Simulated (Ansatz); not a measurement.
CH4BrSi, SMILES C[SiH]Br, vertical and adiabatic energies of changing the electron count

With the Ansatz DFT code, driven from Python.

The script reads `ch4brsi.xyz`:
```text
7

C    -0.60390    0.37720   -0.31800
Si    1.00850   -0.34550   -0.11950
Br    0.73720   -2.36320    0.74140
H    -0.49760    1.43790   -0.75890
H    -1.17400    0.50300    0.60960
H    -1.28230   -0.15470   -1.00200
H     1.87350    0.47730    0.80180
```

Run as a notebook:

```python
import itertools

import ansatz
from ase.data import atomic_numbers, covalent_radii
import numpy as np
```

```python
mol = ansatz.Crystal.molecule_from_extxyz("ch4brsi.xyz")

calc = mol.calculation()
calc = calc.basis(gaussian="def2-SVP").functional("b3lyp")
calc = calc.spin("collinear", total=1)
symbols = [site.symbol for site in mol.cartesian_sites]
start = np.array([site.position_ang for site in mol.cartesian_sites], dtype=float)
data = calc.relax(force_tolerance=0.01).run(threads=1).report
end = np.array(data["positions_ang"])
```

```python
minimum = ansatz.Crystal.molecule()
for symbol, place in zip(symbols, end):
    minimum = minimum.atom(symbol, place.tolist())
ion = (
    minimum.calculation()
    .basis(gaussian="def2-SVP")
    .functional("b3lyp")
    .charge(1)
)
vertical = ion.run(threads=1).report
settled = ion.relax(force_tolerance=0.01, max_steps=80).run(threads=1).report
print(f"vertical ionisation energy   {vertical['free_energy_ev'] - data['free_energy_ev']:.3f} eV")
print(f"adiabatic, no zero point     {settled['free_energy_ev'] - data['free_energy_ev']:.3f} eV")
print(f"relaxation energy of the ion {vertical['free_energy_ev'] - settled['free_energy_ev']:.3f} eV")
ionised = np.array(settled["positions_ang"])
radius = [covalent_radii[atomic_numbers[s]] for s in symbols]
span = lambda where, i, j: np.linalg.norm(where[i] - where[j])
bonded = [(i, j) for i, j in itertools.combinations(range(len(symbols)), 2) if min(span(end, i, j), span(ionised, i, j)) < 1.2 * (radius[i] + radius[j])]
print("pair        before    after (A)")
for i, j in bonded:
    print(f"{symbols[i]}{i}-{symbols[j]}{j}".ljust(10), f"{span(end, i, j):8.4f} {span(ionised, i, j):8.4f}")
for first, second in list(itertools.combinations(bonded, 2)):
    shared = set(first) & set(second)
    if shared and symbols[(j := shared.pop())] != "H":
        i, k = sorted((set(first) | set(second)) - {j})
        u, v = ionised[i] - ionised[j], ionised[k] - ionised[j]
        angle = np.degrees(np.arccos(np.clip(u @ v / np.linalg.norm(u) / np.linalg.norm(v), -1, 1)))
        print(f"final angle {symbols[i]}{i}-{symbols[j]}{j}-{symbols[k]}{k}: {angle:.2f} deg")
```

    vertical ionisation energy   8.232 eV
    adiabatic, no zero point     7.246 eV
    relaxation energy of the ion 0.986 eV
    pair        before    after (A)
    C0-Si1       1.8882   1.8283
    C0-H3        1.1024   1.1072
    C0-H4        1.1033   1.1072
    C0-H5        1.1005   1.0996
    Si1-Br2      2.2573   2.1357
    Si1-H6       1.4986   1.4774
    final angle Si1-C0-H3: 108.42 deg
    final angle Si1-C0-H4: 108.42 deg
    final angle Si1-C0-H5: 112.82 deg
    final angle C0-Si1-Br2: 122.92 deg
    final angle C0-Si1-H6: 122.00 deg
    final angle H3-C0-H4: 106.80 deg
    final angle H3-C0-H5: 110.11 deg
    final angle H4-C0-H5: 110.06 deg
    final angle Br2-Si1-H6: 115.09 deg

Notes:
- The energies are electronic: no zero-point or thermal terms, and the basis set is short of its limit. The product may relax into another structure. The relaxation finds the nearest minimum, so the adiabatic value is an upper bound.
- The species is open-shell (spin multiplicity 2).
- b3lyp holds the VWN-RPA fit, as in Gaussian; the form of ORCA and Turbomole is b3lyp5.
- Only the spin states typed were run; another state of an ion can lie lower, by up to an eV or two.
- Timing: 90 s on 1 thread of Arm Neoverse V1, with other jobs on the host, peak memory 0.31 GiB.
